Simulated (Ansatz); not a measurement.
# Y3GaC, space group Pm-3m: a comparison of norm-conserving and PAW potentials

Run with the Ansatz DFT code, driven from Python.

`nc_paw.py`
```python
"""Two kinds of potentials on Y3GaC."""

import ansatz as az
from ase import Atoms
import numpy as np

OCCUPATIONS = "fermi_dirac"
SIGMA = 0.05
XC = "pbesol"
KMESH = (5, 5, 5)


def count_gap(report):
    # lowest empty less highest filled band, counting bands; zero where they overlap
    return max(report.get("gap_by_band_count_ev") or 0.0, 0.0)


def main() -> None:
    atoms = Atoms(
        ["Y", "Y", "Y", "Ga", "C"],
        scaled_positions=[
            (0.5, 0.0, 0.5),
            (0.5, 0.5, 0.0),
            (0.0, 0.5, 0.5),
            (0.0, 0.0, 0.0),
            (0.5, 0.5, 0.5),
        ],
        cell=[
            (4.85428627, 0.0, 0.0),
            (0.0, 4.85428627, 0.0),
            (0.0, 0.0, 4.85428627),
        ],
        pbc=True,
    )
    crystal = az.Crystal.from_ase(atoms)

    calculation = (
        crystal.calculation()
        .occupations(OCCUPATIONS, width=SIGMA)
        .functional(XC)
        .kpoints(*KMESH)
        .stress()
        .forces()
        .band_table()
    )
    variants = {
        "PAW": calculation.pseudopotentials("paw"),
        "norm-conserving": calculation.pseudopotentials("nc"),
    }
    # totals differ by the cores that each treatment holds, so compare what does not depend on them
    rows = []
    for label, variant in variants.items():
        data = variant.run().report
        levels = np.array(data["eigenvalues_ev"][0]) - data["fermi_energy_ev"]
        print(label, "levels at the first k-point near E_F:", np.round(levels[np.abs(levels) < 5], 3))
        rows.append((label, data["n_electrons"], np.trace(data["stress_gpa"]) / 3, count_gap(data)))
    for row in rows:
        print("; ".join(f"{name} = {round(v, 4) if isinstance(v, float) else v}" for name, v in zip(["treatment", "electrons in bands", "P GPa", "gap by band count eV"], row)))


if __name__ == "__main__":
    main()
```

`python nc_paw.py` gives:
```text
DeckWarning: basis.ecutwfc = 420 eV, auto-derived from the records' recommended cutoffs: set by Y (normal level)
PAW levels at the first k-point near E_F: [-0.364 -0.364 -0.232 -0.232 -0.232  0.002  0.002  0.002  1.929  1.929
  1.929]
DeckWarning: basis.ecutwfc = 1115.666836 eV, auto-derived from the records' recommended cutoffs: set by C (normal level)
norm-conserving levels at the first k-point near E_F: [-0.365 -0.365 -0.233 -0.233 -0.233  0.003  0.003  0.003  1.936  1.936
  1.936]
treatment = PAW; electrons in bands = 50.0; P GPa = -2.3196; gap by band count eV = 0.0
treatment = norm-conserving; electrons in bands = 50.0; P GPa = -2.2555; gap by band count eV = 0.0
```
(Warnings from the package without file and line.)

PAW gives -2.320 GPa and norm-conserving -2.255 GPa, 0.06 GPa apart. They took 1.4 and 4.7 s of processor time.

The run is spin-unpolarised. The computed bands are complete only to about 1.9 eV above the Fermi level. The mesh is modest for a metal, so energies can be off by several to tens of meV an atom and pressures by half a GPa or more; differences at equal mesh fare better. A gap by band count of zero or less means overlapping bands, a metal. This cell is a computed structure, which may not be the phase found in nature. Gaps and levels are Kohn-Sham values on a finite set of k-points, without spin-orbit coupling. Stress is positive in compression. Finished in 6.7 s on 1 thread of Intel(R) Xeon(R) 6975P-C (Granite Rapids), on a shared host, peak memory 0.61 GiB.

(A comment or docstring line of the script was reworded after the run, the code is as it ran; lines on the test bed's own set-up are left out of the output.)
